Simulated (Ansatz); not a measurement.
# Ni3Pt: the cost of one run

Computed with Ansatz 0.2.0 (DFT, LDA, PAW with Ansatz's default frozen-core files, scalar-relativistic, unless a step's input says otherwise).

### 1 The starting structure

It takes space group Pm-3m (No. 221, cubic). Conventional cell: a = 3.625 Å, b = 3.625 Å, c = 3.625 Å, α = 90.00°, β = 90.00°, γ = 90.00°. Ni (site symmetry 4/mmm) is surrounded by 8 Ni at 2.56 Å and 4 Pt at 2.56 Å. Pt (site symmetry m-3m) has 12 Ni at 2.56 Å as nearest neighbours.

Coordinates:

```
Ni Pt
1.0
     3.62457    0.00000    0.00000
     0.00000    3.62457    0.00000
     0.00000    0.00000    3.62457
Ni Pt
3 1
Direct
  0.50000 0.00000 0.50000
  0.00000 0.50000 0.50000
  0.50000 0.50000 0.00000
  0.00000 0.00000 0.00000
```

Atoms are numbered in the order of the input: Ni1, Ni2, Ni3, Pt4.

### 2 Free moments from the typed start, PAW

File input.yaml:

```yaml
crystal:
  lattice:
    - [3.62456679, 0.0, 0.0]
    - [0.0, 3.62456679, 0.0]
    - [0.0, 0.0, 3.62456679]
  atoms:
    - { symbol: Ni, position: [0.5, 0.0, 0.5], spin: 1.5 }
    - { symbol: Ni, position: [0.0, 0.5, 0.5], spin: 1.5 }
    - { symbol: Ni, position: [0.5, 0.5, 0.0], spin: 1.5 }
    - { symbol: Pt, position: [0.0, 0.0, 0.0], spin: 0.6 }
magnetization:
  spin_polarized: true
kpoints:
  mp_grid: { grid: [9, 9, 9] }
scf:
  occupations: { method: fermi_dirac, width: 0.05 }
  lower_state_search: "off"
hamiltonian:
  xc: lda
  pseudopotentials: { kind: paw }
output:
  forces: true
  stress: true
  eigenvalues: true
  populations: true
  write_density: true
  write_potential: true
  elf: true
  volumetric_format: npy
```

On the command line:

```bash
$ ansatz run input.yaml --threads 2 --pin off --max-ram 6144MiB --backend cpu --events-out ev --progress --plain --runs-dir out
```

Q: Estimate wall time and peak memory on 2 threads of Arm Neoverse V1, shared host.

About 9.1 s, with a peak of 0.4 GiB.
